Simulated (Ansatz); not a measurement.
# C2Cl2O2Pt: the cost of one run

Program: Ansatz 0.2.0. Level of theory: the levels named in each step. These are calculated values, not measurements.

## 1. The system as given

Bond lengths: O1–C2 1.126 Å, C2–Pt3 1.891 Å, Pt3–Cl4 2.315 Å, Pt3–Cl5 2.317 Å, Pt3–C6 1.892 Å, C6–O7 1.126 Å. Angles: O1–C2–Pt3 179.8°, C2–Pt3–Cl4 90.3°, C2–Pt3–Cl5 89.8°, C2–Pt3–C6 179.9°, Cl4–Pt3–Cl5 179.9°, Cl4–Pt3–C6 89.8°, Cl5–Pt3–C6 90.2°, Pt3–C6–O7 179.7°.

As a file:

```xyz
7

O     3.0031    0.2871   -0.0556
C     1.8823    0.1787   -0.0379
Pt    0.0006   -0.0003   -0.0011
Cl   -0.0920    0.3898   -2.2808
Cl    0.0922   -0.3925    2.2803
C    -1.8825   -0.1758    0.0384
O    -3.0040   -0.2771    0.0573
```

## 2. A rough first relaxation, PBE-D4/def2-SVP

input.yaml reads:

```yaml
crystal:
  periodic: [false, false, false]
  atoms:
    - { symbol: O, position_ang: [3.00309, 0.28706, -0.05558] }
    - { symbol: C, position_ang: [1.88229, 0.17872, -0.03791] }
    - { symbol: Pt, position_ang: [0.0006, -0.00029, -0.00107] }
    - { symbol: Cl, position_ang: [-0.09196, 0.38979, -2.2808] }
    - { symbol: Cl, position_ang: [0.09221, -0.39248, 2.28033] }
    - { symbol: C, position_ang: [-1.88255, -0.17583, 0.03842] }
    - { symbol: O, position_ang: [-3.004, -0.27709, 0.05733] }
basis:
  gaussian: { orbitals: def2-SVP }
hamiltonian:
  xc: pbe
  dispersion: d4
relax:
  f_tol: 0.03
  max_steps: 200
```

Command:

```console
ansatz run input.yaml --threads 4 --pin off --max-ram 10240MiB --backend cpu --events-out ev --progress --plain --runs-dir out
```

What time and memory should one allow on 4 threads of Arm Neoverse V1, shared host?

About 7.7 s, with a peak of 0.19 GiB.
